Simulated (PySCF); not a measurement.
# SrH: bond curves at several levels of theory

One table from this session's results is given with a row withheld; the runs are named, their logs left out.

Computed with PySCF 2.14.0. Level: Sr def2-SVPD with ECP28, H def2-SVPD, scalar-relativistic core potentials.

Set-up of the first run:

A driver script around PySCF takes these settings:

- atoms: Sr, H
- charge: 0
- basis: Sr def2-SVPD with ECP28, H def2-SVPD
- Hamiltonian: scalar-relativistic core potentials
- basis functions: 34
- electrons treated: 11
- masses in u: 87.9056, 1.0078
- levels: PBE0, PBE, r²SCAN, B97-3, BLYP, M06, LC-ωPBE, HF, MP2, SCS-MP2, CCSD, CCSD(T)
- grid: 80 radial by 434 angular points
- occupations: held fixed by the projection of orbital angular momentum
- dissociation limit: Sr + H, each in its ground configuration
- starting distance in angstrom: 2.030
- values of 2S to try: 1, 3

Launch:

```
$ OMP_NUM_THREADS=1 python dia.py task.json out
```

Steps of the session up to this table: The job; First curve: PBE0; Other states along the same grid; PBE (GGA); r²SCAN; B97-3 (global hybrid GGA); BLYP (GGA); M06 (hybrid meta-GGA); LC-ωPBE (range-separated hybrid); UHF (mean field); Correlated methods on the Hartree–Fock reference.

One of the session's tables, all rows but one given; the rest of the session is left out.

Energy (eV) from each level's lowest point:

```
R (Å)    UHF  UHF-MP2  UHF-SCS-MP2  UHF-CCSD  UHF-CCSD(T)
1.850  0.492    0.345        0.359       n/a          n/a
1.936  0.263    0.160        0.170     0.169        0.167
2.022      ?        ?            ?         ?            ?
2.087  0.048    0.012        0.015     0.015        0.015
2.151  0.011    0.000        0.000     0.000        0.000
2.216  0.000    0.011        0.008     0.007        0.007
2.302  0.017    0.054        0.049     0.045        0.045
2.409  0.080    0.143        0.134     0.125        0.126
2.538  0.199    0.285        0.274     0.256        0.256
2.710  0.403    0.513        0.498       n/a          n/a
```

Estimate the missing values for R (Å) = 2.022.

Worked estimate for «UHF». A straight line through the neighbours (1.936, 0.263) and (2.087, 0.048) gives 0.263 + (0.048 − 0.263) × (2.022 − 1.936) / (2.087 − 1.936) = 0.141; a parabola fitted to 4 rows on both sides gives 0.113.

As computed: UHF: 0.116; UHF-MP2: 0.052; UHF-SCS-MP2: 0.058; UHF-CCSD: 0.058; UHF-CCSD(T): 0.058. In «UHF» the line misses by +0.025 and the parabola by -0.003.

State 2 has its PBE0 minimum 1.45 eV higher. The other levels ran on the lowest alone.
